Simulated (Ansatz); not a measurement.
Crystal: CsLiCr2Te2S3.

```
CELL_PARAMETERS angstrom
3.60358 0.00000 0.00000
-1.80179 3.12079 0.00000
0.00000 0.00000 19.06651
ATOMIC_POSITIONS crystal
Cs 0.00000 0.00000 0.37399
Li 0.66667 0.33333 0.01607
Cr 0.00000 0.00000 0.86637
Cr 0.33333 0.66667 0.16833
Te 0.33333 0.66667 0.53891
Te 0.66667 0.33333 0.77276
S 0.00000 0.00000 0.10030
S 0.33333 0.66667 0.92920
S 0.66667 0.33333 0.23408
```

The cell was built by a generator and needn't be a form met in nature.

Base run:

- Program: Ansatz 0.2.0
- Functional: PBE
- Potentials or basis: Ansatz PAW
- Cutoff: 420 eV
- Density cutoff: 1680 eV
- k mesh: 9 × 9 × 2
- Occupations: fermi-dirac, width 0.05 eV
- Spin: collinear spin, ferromagnetic start
- Starting moments: [0.0, 0.0, 3.0, 3.0, 0.0, 0.0, 0.0, 0.0, 0.0] μB
- Hubbard terms: Cr d U = 6 eV

Its results: band gap on the k mesh none (metal or under the smearing width); pressure 4.0 GPa; net moment 6.12 μB per cell; site moments Cs -0.01; Li -0.02; Cr +3.36, +3.20; Te -0.02, -0.26; S -0.24, -0.23 μB; largest force 1.104 eV/Å.

Task: After a change of settings the same cell gave: band gap on the k mesh none (metal or under the smearing width); pressure 1.3 GPa; net moment 5.93 μB per cell; site moments Cs -0.00; Li -0.01; Cr +2.90, +2.88; Te -0.01, -0.16; S -0.10, -0.11 μB; largest force 0.399 eV/Å. Which change was it?
A. functional from PBE to revPBE; hubbard terms from Cr d U = 6 eV to none; hubbard projectors from ortho-atomic (the default) to none
B. potentials or basis from Ansatz PAW to Ansatz PAW earlier set; cutoff from 420 eV to 1070 eV; density cutoff from 1680 eV to 6420 eV; hubbard terms from Cr d U = 6 eV to none; hubbard projectors from ortho-atomic (the default) to none
C. hubbard terms from Cr d U = 6 eV to Cr d U = 2 eV
D. functional from PBE to RPBE; hubbard terms from Cr d U = 6 eV to none; hubbard projectors from ortho-atomic (the default) to none

Result: C.

Caveats: the magnetic or orbital state may not be the lowest; only a ferromagnetic start was run, and an antiferromagnetic order may lie lower in energy; the density of states is complete only up to the lowest level of the last band computed; forces of over 1 eV/Å show positions far from the minimum, so gaps and moduli don't describe the material at rest (some runs).

Not every run made on this cell is shown here.
